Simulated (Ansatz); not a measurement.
## Nudged elastic band run: Rb₁₆N

The input (input.yaml):

```yaml
crystal:
  lattice:
    - [11.18, 0.0, 0.0]
    - [0.0, 11.18, 0.0]
    - [0.0, 0.0, 11.18]
  atoms:
    - { symbol: Rb, position: [-0.00014706, -0.07334016, -0.06418317] }
    - { symbol: Rb, position: [0.49991914, 0.00332028, 0.01192227] }
    - { symbol: Rb, position: [-0.00013807, 0.55885019, -0.0652294] }
    - { symbol: Rb, position: [-0.00014851, -0.07233213, 0.5643491] }
    - { symbol: Rb, position: [0.21174698, 0.24276959, 0.25020866] }
    - { symbol: Rb, position: [0.49989919, 0.48213887, 0.01085236] }
    - { symbol: Rb, position: [0.49991853, 0.00324329, 0.4886992] }
    - { symbol: Rb, position: [0.78805409, 0.24277227, 0.2502086] }
    - { symbol: Rb, position: [-0.00014016, 0.5579377, 0.56566448] }
    - { symbol: Rb, position: [0.24434064, 0.74211945, 0.25030983] }
    - { symbol: Rb, position: [0.24514859, 0.2421574, 0.75023689] }
    - { symbol: Rb, position: [0.49989864, 0.48218443, 0.48973524] }
    - { symbol: Rb, position: [0.75546668, 0.7420973, 0.25030921] }
    - { symbol: Rb, position: [0.7546839, 0.24219824, 0.75023669] }
    - { symbol: Rb, position: [0.25553168, 0.74315357, 0.75065491] }
    - { symbol: Rb, position: [0.74445363, 0.74316225, 0.75065208] }
    - { symbol: "N", position: [-5.278e-05, 0.74366457, 0.75000594] }
basis:
  ecutwfc: 420.0
kpoints:
  mp_grid: { grid: [2, 2, 2] }
hamiltonian:
  xc: pbe
scf:
  occupations: { method: fermi_dirac, width: 0.1 }
  lower_state_search: "off"
neb:
  images: 5
  f_tol: 0.05
  initial_path: linear
  max_iterations: 53
  final_atoms:
    - { symbol: Rb, position: [-0.00027133, 0.00566868, -0.00609727] }
    - { symbol: Rb, position: [0.49972656, -0.0046162, -0.0063852] }
    - { symbol: Rb, position: [-0.00026332, 0.49468328, -0.0061242] }
    - { symbol: Rb, position: [-0.00029298, -0.0052394, 0.49226127] }
    - { symbol: Rb, position: [0.26129406, 0.25030583, 0.25462299] }
    - { symbol: Rb, position: [0.49971388, 0.50536976, -0.00613833] }
    - { symbol: Rb, position: [0.49972522, -0.03894739, 0.49208742] }
    - { symbol: Rb, position: [0.73816084, 0.25031842, 0.25461445] }
    - { symbol: Rb, position: [-0.00027639, 0.50607079, 0.4921325] }
    - { symbol: Rb, position: [0.18349931, 0.75051139, 0.17677049] }
    - { symbol: Rb, position: [0.26127496, 0.25049316, 0.73061719] }
    - { symbol: Rb, position: [0.4997159, 0.53970877, 0.49186295] }
    - { symbol: Rb, position: [0.81603217, 0.75052611, 0.17683769] }
    - { symbol: Rb, position: [0.73816322, 0.25049354, 0.73060253] }
    - { symbol: Rb, position: [0.18481871, 0.75034886, 0.80874806] }
    - { symbol: Rb, position: [0.81443428, 0.75035242, 0.80875323] }
    - { symbol: "N", position: [-0.00022214, 0.7502625, 0.99350218] }
  order_check: true
```

Run as:

```bash
$ ansatz run input.yaml --threads 4 --pin off --max-ram 10240MiB --backend cpu --events-out ev --progress --plain --runs-dir out
```

Output, in part (warnings, iteration lines):

```
NEB end point (image 0): max|allowed force component| = 1.622e-2 eV/Å (the criterion of neb.relax_end_points is 1.000e-2)
NEB end point (image 6): max|allowed force component| = 2.437e-2 eV/Å (the criterion of neb.relax_end_points is 1.000e-2)
NEB iter   1: max|band force component| = 1.733e-1 eV/Å  barrier→ = 0.4892 eV  barrier← = 0.4886 eV  CI = image 3  Δτ_max = 0.0426 Å  (72 SCF iters)
NEB iter   2: max|band force component| = 1.038e-1 eV/Å  barrier→ = 0.4667 eV  barrier← = 0.4661 eV  CI = image 3  Δτ_max = 0.1134 Å  (38 SCF iters)
NEB iter   3: max|band force component| = 3.406e-2 eV/Å  barrier→ = 0.4552 eV  barrier← = 0.4546 eV  CI = image 3  Δτ_max = 0.0664 Å  (39 SCF iters)
NEB iter   4: max|band force component| = 7.821e-2 eV/Å  barrier→ = 0.4457 eV  barrier← = 0.4451 eV  CI = image 3  Δτ_max = 0.0555 Å  (7 SCF iters)
NEB iter   5: max|band force component| = 2.182e-2 eV/Å  barrier→ = 0.4440 eV  barrier← = 0.4434 eV  CI = image 3  Δτ_max = 0.0000 Å  (228 SCF iters)
```

It converged. The band force fell under the threshold earlier too, but the program's further tests of the path sent the band on. By the program's own check the climbing image is a first-order saddle point (lowest curvatures found: -0.31 and 0.05 eV/Å²). Limits of this set-up: coarse k mesh, odd electron count without spin, a small cell, in which the defect meets its images.

Final band (atoms are numbered from 1 in the order of the input):

```
image  path coordinate (Å)  energy (eV)  Rb1–Rb3 (Å)  Rb1–Rb4 (Å)  Rb3–Rb9 (Å)
    0                 0.00         0.00         4.11         4.15         4.13
    1                 0.76         0.10         4.46         4.29         4.28
    2                 1.52         0.35         4.73         4.63         4.63
    3                 2.28         0.44         4.99         4.96         4.96
    4                 3.05         0.35         5.29         5.12         5.11
    5                 3.81         0.09         5.53         5.27         5.26
    6                 4.58         0.00         5.47         5.57         5.57
```

Time of the run: 7.2 min on 4 threads of Intel(R) Xeon(R) Platinum 8488C (Sapphire Rapids), on a shared host, peak memory 5.7 GiB.
